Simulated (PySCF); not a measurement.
# C₇H₁₂: electronic excitations

Aim: predict the electronic excitations of C₇H₁₂ (`C=CC(=C)C(C)C`).

Programs: PySCF 2.14.0, with density-fitted response routines of our own. Each step states its level of theory. These are calculated values for one molecule in the gas phase, unless marked as measured. Atoms count from 0, in the outputs and in this text.

## Step 1: Starting geometry

19 atoms, charge 0, multiplicity 1; geometry from: GFN2-xTB.

Bonds of the start (Å): C0–C1 1.33, C1–C2 1.46, C2–C3 1.33, C2–C4 1.51, C4–C5 1.53, C4–C6 1.53, C0–H7 1.08, C0–H8 1.08, C1–H9 1.08, C3–H10 1.07, C3–H11 1.08, C4–H12 1.09, C5–H13 1.09, C5–H14 1.09, C5–H15 1.09, C6–H16 1.09, C6–H17 1.09, C6–H18 1.09.

## Step 2: Excited states and response: wB97X-D/def2-SVPD

What the job is given:

```
{"job": {"kind": "uv", "xc": "wB97X-D", "basis": "def2-SVPD", "nstates": 8, "ntriplets": 3}, "charge": 0, "multiplicity": 1}
C     -2.120524     1.397429    -0.184114
C     -1.889606     0.196669     0.334586
C     -0.625224    -0.531757     0.360763
C     -0.583416    -1.722451     0.958544
C      0.592714     0.117162    -0.256687
C      1.649252    -0.883494    -0.721579
C      1.204159     1.095895     0.751509
H     -1.361594     1.990911    -0.664596
H     -3.101774     1.839866    -0.144054
H     -2.712313    -0.330271     0.803511
H      0.313089    -2.311512     1.025059
H     -1.461944    -2.152656     1.410665
H      0.264098     0.680150    -1.136182
H      1.204855    -1.641021    -1.363122
H      2.125185    -1.374755     0.123377
H      2.422534    -0.365303    -1.285131
H      2.047475     1.620530     0.307219
H      0.468249     1.828145     1.074557
H      1.554980     0.555715     1.628541
```

Method: TDDFT wB97X-D/def2-SVPD, vertical, gas phase, core orbitals frozen in the response.

What will the session give for the following? lowest singlet (wB97X-D/def2-SVPD); lowest triplet. Wanted: lowest singlet; lowest triplet.

As calculated:

| quantity | value |
| --- | --- |
| lowest singlet (wB97X-D/def2-SVPD) | 5.84 eV (212 nm), f = 0.535 |
| lowest triplet | 3.37 eV |

In words: The lowest singlet, at 5.84 eV, is HOMO→LUMO 0.97 and is bright. The lowest triplet lies 2.47 eV below the lowest singlet (triplets in Tamm-Dancoff, singlets in full TDDFT).
